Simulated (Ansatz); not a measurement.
# TiH4O4 (SMILES O[Ti](O)(O)O): levels of theory compared

Wanted: a comparison of 6 runs (HF/STO-3G, B3LYP/6-31G*, BLYP/def2-SVP, SVWN5/def2-SVP, MP2/def2-SVP, CCSD(T)/def2-SVP) of TiH4O4. 

The results are computed with Ansatz 0.2.0.

1 further run of the same task is left out (set aside as unsound or not needed).

## 1. Starting point

The species is TiH4O4 (9 atoms), meant as a singlet with charge 0. SMILES: `O[Ti](O)(O)O`. One bond was lengthened or shortened from a relaxed shape.

Bond lengths: O1–Ti2 2.702 Å, Ti2–O3 1.801 Å, Ti2–O4 1.801 Å, Ti2–O5 1.801 Å, O1–H6 0.958 Å, O3–H7 0.958 Å, O4–H8 0.958 Å, O5–H9 0.958 Å. Angles: O1–Ti2–O3 108.5°, O1–Ti2–O4 109.9°, O1–Ti2–O5 110.0°, O3–Ti2–O4 110.0°, O3–Ti2–O5 109.9°, O4–Ti2–O5 108.5°, Ti2–O1–H6 129.5°, Ti2–O3–H7 129.5°, Ti2–O4–H8 129.5°, Ti2–O5–H9 129.6°.

## 2. The energy at HF/STO-3G (run 1)

Input file job.yaml:

```yaml
crystal:
  periodic: [false, false, false]
  atoms:
    - {symbol: O, position_ang: [-0.187912, 1.902563, -1.909093]}
    - {symbol: Ti, position_ang: [0.000070, 0.000090, -0.000050]}
    - {symbol: O, position_ang: [1.651710, -0.715310, -0.066120]}
    - {symbol: O, position_ang: [-1.235630, -1.279200, -0.283830]}
    - {symbol: O, position_ang: [-0.290490, 0.726280, 1.622320]}
    - {symbol: H, position_ang: [-0.876132, 2.048123, -2.559273]}
    - {symbol: H, position_ang: [2.270980, -0.885970, 0.644480]}
    - {symbol: H, position_ang: [-1.123140, -2.176250, -0.600550]}
    - {symbol: H, position_ang: [-0.334770, 1.648010, 1.879390]}
basis:
  gaussian:
    orbitals: STO-3G
output: {orbitals: {seedname: orbitals}}
hamiltonian:
  xc: hf
accuracy: high
```

The run is started by

```sh
$ ansatz run job.yaml --threads 1 --pin off --max-ram 3480MiB --events-out events.jsonl --progress --plain --runs-dir runs
```

The log of the run:

```text
Warning: RAYON_NUM_THREADS=1 ignored (pool sized by the plan → 1); use --threads N
Functional definition: HF
  name "HF"
  exchange = exact_x
  correlation = 0
943 factors; integrals over basis functions are off by at most 4.6e-9 eV
mean field evaluation 1: about -30945.5679 eV, gradient 5.0e1 eV
mean field evaluation 2: about -30945.6638 eV, gradient 5.0e1 eV
mean field evaluation 4: about -30955.1576 eV, gradient 5.3e0 eV
mean field evaluation 8: about -30955.3358 eV, gradient 2.7e-1 eV
mean field evaluation 16: about -30955.3362 eV, gradient 1.6e-8 eV
mean field -30955.33620779 eV, -1137.5876233560 hartree, gradient 1.6e-8 eV, S^2 0.000000; 0 other end points of the search recorded, 0 dependent functions left out
reference -30955.33620779 eV, -1137.5876233560 hartree; 29, 29 occupied and 13, 13 virtual orbitals, 943 factors
Total energy: -30955.33620779 eV, -1137.5876233560 hartree
```

Wall time 1.4 s (1 thread of Intel Xeon Platinum 8259CL at 2.50GHz (Skylake/Cascade Lake), shared host); peak memory 0.12 GiB.

## 3. The energy at B3LYP/6-31G(d) (spherical functions) (run 2)

Input file molecule.yaml:

```yaml
crystal:
  periodic: [false, false, false]
  atoms:
    - {symbol: O, position_ang: [-0.187912, 1.902563, -1.909093]}
    - {symbol: Ti, position_ang: [0.000070, 0.000090, -0.000050]}
    - {symbol: O, position_ang: [1.651710, -0.715310, -0.066120]}
    - {symbol: O, position_ang: [-1.235630, -1.279200, -0.283830]}
    - {symbol: O, position_ang: [-0.290490, 0.726280, 1.622320]}
    - {symbol: H, position_ang: [-0.876132, 2.048123, -2.559273]}
    - {symbol: H, position_ang: [2.270980, -0.885970, 0.644480]}
    - {symbol: H, position_ang: [-1.123140, -2.176250, -0.600550]}
    - {symbol: H, position_ang: [-0.334770, 1.648010, 1.879390]}
basis:
  gaussian: {orbitals: 6-31G_st_-spherical.json}
accuracy: high
hamiltonian: {xc: {name: B3LYP}}
output: {orbitals: {seedname: orbitals}}
```

The basis set 6-31G* is read from a file made from the Basis Set Exchange's data (not shown).

The run is started by

```sh
$ ansatz run molecule.yaml --threads 1 --pin off --max-ram 3480MiB --events-out events.jsonl --progress --plain --runs-dir runs
```

The log of the run:

```text
Warning: RAYON_NUM_THREADS=1 ignored (pool sized by the plan → 1); use --threads N
Functional definition: B3LYP
  name "B3LYP"
  parameter a0 = 0.2
  parameter ax = 0.72
  parameter ac = 0.81
  exchange = (1 - a0 - ax)*slater_x + ax*b88_x + a0*exact_x
  correlation = (1 - ac)*vwn_rpa_c + ac*lyp_c
2197 factors; integrals over basis functions are off by at most 7.8e-9 eV
mean field evaluation 1: about -31341.5224 eV, gradient 1.2e2 eV
mean field evaluation 2: about -30658.7744 eV, gradient 4.9e2 eV
mean field evaluation 4: about -31162.6227 eV, gradient 2.6e2 eV
mean field evaluation 8: about -31352.6562 eV, gradient 9.5e1 eV
mean field evaluation 16: about -31369.2226 eV, gradient 1.1e-8 eV
mean field -31369.22255960 eV, -1152.7976662424 hartree, gradient 2.3e-8 eV, S^2 0.000000; 0 other end points of the search recorded, 0 dependent functions left out
reference -31369.22260702 eV, -1152.7976679852 hartree; 29, 29 occupied and 69, 69 virtual orbitals, 2197 factors
Total energy: -31369.22260702 eV, -1152.7976679852 hartree
```

Wall time 17 s (1 thread of Intel Xeon Platinum 8259CL at 2.50GHz (Skylake/Cascade Lake), shared host); peak memory 0.41 GiB.

Runs 3 to 5 aren't shown in full; the table further down has their settings and results.

## 4. The energy at CCSD(T)/def2-SVP (run 6)

Input file in.yaml:

```yaml
crystal:
  periodic: [false, false, false]
  atoms:
    - {symbol: O, position_ang: [-0.187912, 1.902563, -1.909093]}
    - {symbol: Ti, position_ang: [0.000070, 0.000090, -0.000050]}
    - {symbol: O, position_ang: [1.651710, -0.715310, -0.066120]}
    - {symbol: O, position_ang: [-1.235630, -1.279200, -0.283830]}
    - {symbol: O, position_ang: [-0.290490, 0.726280, 1.622320]}
    - {symbol: H, position_ang: [-0.876132, 2.048123, -2.559273]}
    - {symbol: H, position_ang: [2.270980, -0.885970, 0.644480]}
    - {symbol: H, position_ang: [-1.123140, -2.176250, -0.600550]}
    - {symbol: H, position_ang: [-0.334770, 1.648010, 1.879390]}
basis:
  gaussian:
    orbitals: def2-SVP
correlation:
  method: ccsd_t
  frozen_orbitals: {H: 0, O: 1, Ti: 5}
accuracy: high
scf:
  omitted_lower_state_checks: [cluster_reference, increment]
```

The run is started by

```sh
$ ansatz run in.yaml --threads 1 --pin off --max-ram 3480MiB --events-out events.jsonl --progress --plain --runs-dir runs
```

The log of the run (excerpt; [...] marks lines left out):

```text
Warning: RAYON_NUM_THREADS=1 ignored (pool sized by the plan → 1); use --threads N
[... 2 set-up lines as earlier in the session ...]
[...]
2422 factors; integrals over basis functions are off by at most 2.5e-8 eV
[...]
mean field -31289.96172224 eV, -1149.8848841945 hartree, gradient 2.5e-8 eV, S^2 0.000000; 0 other end points of the search recorded, 0 dependent functions left out; unrestricted orbitals would lower it
9 core orbitals not correlated: weight in the atoms' cores, before any rotation towards them, 1.000 or more for the frozen orbitals, at most 0.000 for the correlated occupied ones
reference -31289.96172224 eV, -1149.8848841945 hartree; 20, 20 occupied and 78, 78 virtual orbitals, 2422 factors
second order -29.59078798 eV of doubles, -0.00000000 eV of singles
cycle   1  -28.01474458 eV  change     1.6e0 eV  update   3.1e-1
[...]
cycle  38  -29.63314359 eV  change  -8.9e-11 eV  update   3.0e-9
perturbative correction -1.32813442 eV, -0.0488080396 hartree
Total energy: -31320.92300025 eV, -1151.0226901751 hartree
Checks for a lower state left out: cluster_reference, increment
```

It took 95 s on 1 thread of Intel Xeon Platinum 8259CL at 2.50GHz (Skylake/Cascade Lake), shared host; peak memory 0.97 GiB.

## 5. Overview of the runs

```
run                               level  frozen core orbitals   energy (Eh)  HOMO energy (eV)  LUMO energy (eV)  HOMO–LUMO gap (eV)  wall time
  1                           HF/STO-3G                     –  -1137.587623             -5.24              6.79               12.03      1.4 s
  2  B3LYP/6-31G* (spherical functions)                     –  -1152.797668             -5.56             -2.70                2.86       17 s
  3                       BLYP/def2-SVP                     –  -1152.533580             -4.16             -2.91                1.25       15 s
  4                      SVWN5/def2-SVP                     –  -1148.367041             -4.44             -3.21                1.24       11 s
  5                        MP2/def2-SVP                     9  -1150.972326                 –                 –                   –       20 s
  6                    CCSD(T)/def2-SVP                     9  -1151.022690                 –                 –                   –       95 s
```

## 6. Results

| quantity | value |
| --- | --- |
| run 6: total energy | -1151.02269 Eh |
| run 6: correlation energy (9 core orbitals frozen) | -1137.8 mEh |
| run 6: (T) correction | -48.81 mEh |
| run 6: T1 diagnostic | 0.032 |

**Reading.** Over runs 1, 2, 3, 4 the HOMO–LUMO gap runs from 1.24 eV (SVWN5/def2-SVP) to 12.03 eV (HF/STO-3G). The two ends differ in method and basis. Totals of different functionals can't be ranked against each other. In run 6 the T1 diagnostic is large, so a single reference may not serve. In runs 5, 6 the log says that unrestricted orbitals would lower the reference, so the values rest on an unstable closed-shell determinant (other closed-shell runs at this shape may share the fault). In run 1 the basis is minimal, so the values are rough. All runs together took 2.7 min, the longest 95 s.
